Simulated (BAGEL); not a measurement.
# HF/def2-SVPD (density fitting with qzvpp-jkfit) run of Zn2O2 ((ZnO)2 ring)

What is the vertical ionisation energy of Zn2O2 ((ZnO)2 ring) at HF/def2-SVPD (density fitting with qzvpp-jkfit)? 

The calculation is run with BAGEL 1.2.2.

3 further runs of the same task are left out: 3 that didn't finish.

## (1) The structure to begin with

Zn2O2: 4 atoms, total charge 0, spin state singlet. The shape comes from GFN2-xTB, which is rough for such elements, and wasn't checked as a minimum.

Bond lengths: Zn1–O2 1.825 Å, Zn1–Zn3 2.438 Å, O2–Zn3 1.824 Å, Zn1–O4 1.825 Å, Zn3–O4 1.828 Å. Angles: Zn1–O2–Zn3 83.8°, O2–Zn1–Zn3 48.1°, O2–Zn1–O4 96.2°, Zn3–Zn1–O4 48.2°, Zn1–Zn3–O2 48.1°, Zn1–Zn3–O4 48.1°, O2–Zn3–O4 96.2°, Zn1–O4–Zn3 83.7°.

## (2) A single-point energy at HF/def2-SVPD (density fitting with qzvpp-jkfit)

job.json reads:

```json
{ "bagel" : [

{
  "title" : "molecule",
  "basis" : "def2-svpd.json",
  "df_basis" : "qzvpp-jkfit",
  "angstrom" : "true",
  "geometry" : [
    { "atom" : "Zn", "xyz" : [    0.777040,    0.676580,    0.650830 ] },
    { "atom" : "O", "xyz" : [    0.165990,    0.830460,   -1.061840 ] },
    { "atom" : "Zn", "xyz" : [   -0.777250,   -0.676110,   -0.652180 ] },
    { "atom" : "O", "xyz" : [   -0.165780,   -0.830930,    1.063190 ] }
  ]
},
{ "title" : "hf" },
{ "title" : "print", "file" : "orbitals.molden", "orbitals" : "true" }

]}
```

The basis set def2-SVPD is read from a file made from the Basis Set Exchange's data (not shown).

Launch:

```sh
$ BAGEL_NUM_THREADS=1 BAGEL job.json > job.out
```

What it wrote:

```text
* using 1 threads per process

  ===============================================================
  ===============================================================

  *** Geometry ***

  { "atom" : "Zn", "xyz" : [      1.468393,      1.278551,      1.229890 ] },
  { "atom" : "O", "xyz" : [      0.313676,      1.569342,     -2.006587 ] },
  { "atom" : "Zn", "xyz" : [     -1.468790,     -1.277663,     -1.232442 ] },
  { "atom" : "O", "xyz" : [     -0.313279,     -1.570230,      2.009138 ] },

  Number of auxiliary basis functions:      682

  Since a DF basis is specified, we compute 2- and 3-index integrals:
    o Being stored without compression. Storage requirement is 0.071 GB

  Number of basis functions:      114
  Number of electrons      :       76

    * METHOD: MOLECULE                             0.52

  *** RHF ***

  === Nuclear Repulsion ===
   486.1061313121

      * DIIS with orbital gradients will be used.

  === RHF iteration (def2-svpd.json) ===
      0      -3704.07578294          0.02627130           0.25
      1      -3703.99352002          0.03269831           0.25
      2      -3704.65068545          0.00175249           0.26
      3      -3704.65462228          0.00059993           0.26
      4      -3704.65523672          0.00024522           0.25
      5      -3704.65534704          0.00014477           0.25
      6      -3704.65537092          0.00004003           0.25
      7      -3704.65537462          0.00001818           0.25
      8      -3704.65537501          0.00000846           0.24
      9      -3704.65537510          0.00000298           0.25
     10      -3704.65537510          0.00000126           0.25
     11      -3704.65537511          0.00000056           0.25
     12      -3704.65537511          0.00000042           0.25
     13      -3704.65537511          0.00000015           0.24
     14      -3704.65537511          0.00000008           0.24
     15      -3704.65537511          0.00000004           0.24
     16      -3704.65537511          0.00000002           0.23
     17      -3704.65537511          0.00000001           0.24
    * SCF iteration converged.

    * Permanent dipole moment:
           (    0.000996,    -0.002356,     0.006588) a.u.

    * METHOD: HF                                   4.85

    * METHOD: PRINT                                0.02

  ===============================================================
```

It took 5.7 s on 1 thread of Arm Neoverse V2, shared host; peak memory 0.23 GiB.

## (3) The doublet cation at the same level

input.json reads:

```json
{ "bagel": [

{
  "title": "molecule",
  "basis": "def2-svpd.json",
  "df_basis": "qzvpp-jkfit",
  "angstrom": true,
  "geometry": [
    { "atom": "Zn", "xyz": [    0.777040,    0.676580,    0.650830 ] },
    { "atom": "O", "xyz": [    0.165990,    0.830460,   -1.061840 ] },
    { "atom": "Zn", "xyz": [   -0.777250,   -0.676110,   -0.652180 ] },
    { "atom": "O", "xyz": [   -0.165780,   -0.830930,    1.063190 ] }
  ]
},
{
  "title": "uhf",
  "charge": 1,
  "nopen": 1
},
{
  "title": "print",
  "file": "orbitals.molden",
  "orbitals": true
}

]}
```

The basis set def2-SVPD is read from a file made from the Basis Set Exchange's data (not shown).

Launch:

```sh
$ BAGEL_NUM_THREADS=1 BAGEL input.json > input.out
```

What it wrote:

```text
* using 1 threads per process

  ===============================================================
  ===============================================================

  *** Geometry ***

  { "atom" : "Zn", "xyz" : [      1.468393,      1.278551,      1.229890 ] },
  { "atom" : "O", "xyz" : [      0.313676,      1.569342,     -2.006587 ] },
  { "atom" : "Zn", "xyz" : [     -1.468790,     -1.277663,     -1.232442 ] },
  { "atom" : "O", "xyz" : [     -0.313279,     -1.570230,      2.009138 ] },

  Number of auxiliary basis functions:      682

  Since a DF basis is specified, we compute 2- and 3-index integrals:
    o Being stored without compression. Storage requirement is 0.071 GB

  Number of basis functions:      114
  Number of electrons      :       76

    * METHOD: MOLECULE                             0.54

  *** Open-shell HF ***

  === Nuclear Repulsion ===
   486.1061313121

      * DIIS with orbital gradients will be used.

  === UHF iteration (def2-svpd.json) ===
      0      -3703.98303134          0.04189892           0.55
      1      -3704.12768256          0.03922611           0.54
      2      -3704.23293137          0.02948324           0.54
      3      -3704.40346784          0.00212025           0.55
      4      -3704.40665141          0.00097205           0.54
      5      -3704.40801052          0.00028996           0.53
      6      -3704.40852186          0.00014650           0.55
      7      -3704.40869482          0.00005842           0.54
      8      -3704.40872686          0.00002399           0.54
      9      -3704.40873107          0.00001801           0.54
     10      -3704.40873290          0.00000938           0.55
     11      -3704.40873357          0.00000912           0.54
     12      -3704.40873383          0.00000884           0.54
     13      -3704.40873415          0.00000852           0.54
     14      -3704.40873456          0.00000773           0.53
     15      -3704.40873526          0.00000657           0.54
[... 17 lines of this table left out ...]
     33      -3704.40873825          0.00000012           0.54
     34      -3704.40873825          0.00000011           0.54
     35      -3704.40873825          0.00000008           0.54
     36      -3704.40873825          0.00000005           0.54
     37      -3704.40873825          0.00000003           0.54
     38      -3704.40873825          0.00000002           0.54
     39      -3704.40873825          0.00000001           0.54
     40      -3704.40873825          0.00000001           0.54
    * SCF iteration converged.

    * S^2 (UHF) is 0.9216

    * Permanent dipole moment:
           (    0.012448,     0.058259,    -0.072517) a.u.

    * METHOD: UHF                                 22.57

    * METHOD: PRINT                                0.02

  ===============================================================
```

It took 23 s on 1 thread of Arm Neoverse V2, shared host; peak memory 0.23 GiB.

## (4) Outcome

Level: HF/def2-SVPD (density fitting with qzvpp-jkfit).

```
                                          quantity           value
                       singlet Zn2O2: total energy  -3704.65538 Eh
                      singlet Zn2O2: dipole moment          0.02 D
                        singlet Zn2O2: HOMO energy        -9.60 eV
                        singlet Zn2O2: LUMO energy        -0.66 eV
                      singlet Zn2O2: HOMO–LUMO gap         8.93 eV
                      doublet cation: total energy  -3704.40874 Eh
                              doublet cation: ⟨S²⟩           0.922
vertical ionisation energy (to the doublet cation)        6.711 eV
```

In words: Removing an electron at fixed nuclei costs 6.71 eV (155 kcal/mol). −ε(HOMO) before ionisation, 9.60 eV, is 2.89 eV above this ionisation energy. ⟨S²⟩ (doublet cation) is 0.92 where a pure doublet has 0.75: the reference is spin-contaminated.
